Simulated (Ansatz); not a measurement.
The system is NaLaMnMoO6.

```
Na La Mn Mo O
1.0
     3.79453   -3.84926   -0.00008
     3.79453    3.84926   -0.00008
    -0.04604    0.00000    8.22029
Na La Mn Mo O
2 2 2 2 12
Direct
  0.50640 0.49360 0.75000
  0.49360 0.50640 0.25000
  0.01239 0.98761 0.75000
  0.98761 0.01239 0.25000
  0.00000 0.50000 0.50000
  0.50000 0.00000 0.00000
  0.50000 0.00000 0.50000
  0.00000 0.50000 0.00000
  0.54302 0.05203 0.73247
  0.45698 0.94797 0.26753
  0.27994 0.71875 0.54832
  0.72006 0.28125 0.45168
  0.79897 0.79494 0.49934
  0.20103 0.20506 0.50066
  0.05203 0.54302 0.23247
  0.94797 0.45698 0.76753
  0.79494 0.79897 0.99934
  0.20506 0.20103 0.00066
  0.28125 0.72006 0.95168
  0.71875 0.27994 0.04832
```

The cell was built by a generator and needn't be a form met in nature.

Base run:

```yaml
Program: Ansatz 0.2.0
Functional: r2SCAN
Potentials_or_basis: Ansatz PAW
Cutoff: "500 eV (not typed: the program's choice for these potentials)"
k_mesh: 5 × 5 × 4
Occupations: fermi-dirac, width 0.05 eV
Spin: collinear spin, ferromagnetic start
Starting_moments: "[0.0, 0.0, 0.0, 0.0, 4.0, 4.0, 1.0, 1.0, 0.0, 0.0, 0.0, 0.0, 0.0, 0.0, 0.0, 0.0, 0.0, 0.0, 0.0, 0.0] μB"
```

Its results: band gap on the k mesh none (metal or under the smearing width); pressure -2.5 GPa; net moment 7.33 μB per cell; site moments Na -0.00; La -0.01; Mn +3.35; Mo -0.21; O +0.06, +0.01 μB; largest force 0.365 eV/Å.

Task: The run is repeated on the same cell with these changes: functional from r2SCAN to PBE; cutoff from 500 eV (not typed: the program's choice for these potentials) to 420 eV (not typed: the program's choice for these potentials). What comes out?

Result: Band gap on the k mesh none (metal or under the smearing width); pressure 0.0 GPa; net moment 6.82 μB per cell; site moments Na -0.00; La -0.01; Mn +3.04; Mo -0.18; O +0.06, +0.02 μB; largest force 0.028 eV/Å.

Caveats: spin-orbit coupling is left out, which moves the levels of the heavy elements; semilocal functionals often make such compounds metallic where correlation or magnetic order opens a gap, which also shifts bond lengths; only a ferromagnetic start was run, and an antiferromagnetic order may lie lower in energy; the starting moments weren't kept; the magnetic or orbital state may not be the lowest (some runs); the PAW data sets come from PBE, with cores solved anew for the run's functional, which leaves a small shift of forces and pressure (some runs).
